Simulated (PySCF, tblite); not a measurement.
# C₅H₉FS+ (doublet): geometry, infrared bands and EPR parameters

Wanted: the infrared bands and EPR parameters of C₅H₉FS+ (doublet) (`CCC[C@]1(F)C[S+]1`), by calculation.

The runs use tblite 0.8.0 and PySCF 2.14.0, with density-fitted response routines of our own; the level of theory stands in each step. All values are computed, except where a source is named. Atoms count from 0, in the outputs and in this text.

### Step 1. The molecule as given

16 atoms, charge 1, multiplicity 2; geometry from: force field or distance geometry start.

Bonds of the start (Å): C0–C1 1.53, C1–C2 1.52, C2–C3 1.48, C3–F4 1.41, C3–C5 1.50, C5–S6 1.82, S6–C3 1.78, C0–H7 1.13, C0–H8 1.11, C0–H9 1.10, C1–H10 1.09, C1–H11 1.13, C2–H12 1.11, C2–H13 1.12, C5–H14 1.10, C5–H15 1.12.

### Step 2. Optimising the geometry with GFN2-xTB

The job: settings as JSON, then the geometry in Å.

```
{"job": {"kind": "relax", "xc": "GFN2-xTB", "basis": "xTB"}, "charge": 1, "multiplicity": 2}
C     -2.229800     0.096900     0.369700
C     -0.849600    -0.040400    -0.265200
C      0.110500    -0.262800     0.889900
C      1.535400    -0.421700     0.515500
F      2.408900    -0.630200     1.605500
C      2.054100     0.544000    -0.508300
S      2.065700    -1.203900    -0.998700
H     -2.158600    -0.310300     1.421100
H     -2.532200     1.157300     0.459100
H     -2.990300    -0.461800    -0.196100
H     -0.646900     0.828500    -0.885000
H     -0.942300    -0.986600    -0.873700
H     -0.224000    -1.148100     1.466800
H      0.021900     0.655100     1.533600
H      1.356700     1.162300    -1.088800
H      3.013000     1.030700    -0.189400
```

Run with:

```
> OMP_NUM_THREADS=1 python probes_run.py task.json out
```

One launch serves the whole session: the jobs run in the order shown.

**Question.** This job is followed by: GFN2-xTB harmonic vibrations, gas phase; UKS B3LYP, pcH-1 on C F H S, non-relativistic, mean-field spin-orbit, GIAO. What will the session give for the following? strongest single infrared mode (GFN2-xTB); zero-point energy (GFN2-xTB); g(iso) (B3LYP); ⟨S²⟩; largest a(iso) (averaged by class); property runs in this session.

**Answer**, as computed:

| quantity | value |
| --- | --- |
| strongest single infrared mode (GFN2-xTB) | 1376 cm⁻¹, 333 km/mol |
| zero-point energy (GFN2-xTB) | 79.3 kcal/mol |
| g(iso) (B3LYP) | 2.01860 |
| ⟨S²⟩ | 0.754 (exact 0.75) |
| largest a(iso) (averaged by class) | 1H on H11, 105.0 MHz |
| property runs in this session | 1, of which 0 failed and 1 gave unsound results |

Relaxing lowered the energy by 0.717 eV in 77 steps; the close pair that moved most is C3–S6, from 1.785 to 1.878 Å. No mode is imaginary among the 42: a minimum at this level. The strongest single mode, at 1376 cm⁻¹, is carried by H7, H8, H9, C0. Unscaled tight-binding wavenumbers are off by several per cent, some by more. Its intensities can rank the bands wrongly. Most of the unpaired spin sits on S6 (0.85 e). The isotropic g lies 16.3 ppt above the free-electron value. These values are not to be trusted: the run shows nearly degenerate orbitals, where second-order g theory doesn't apply.
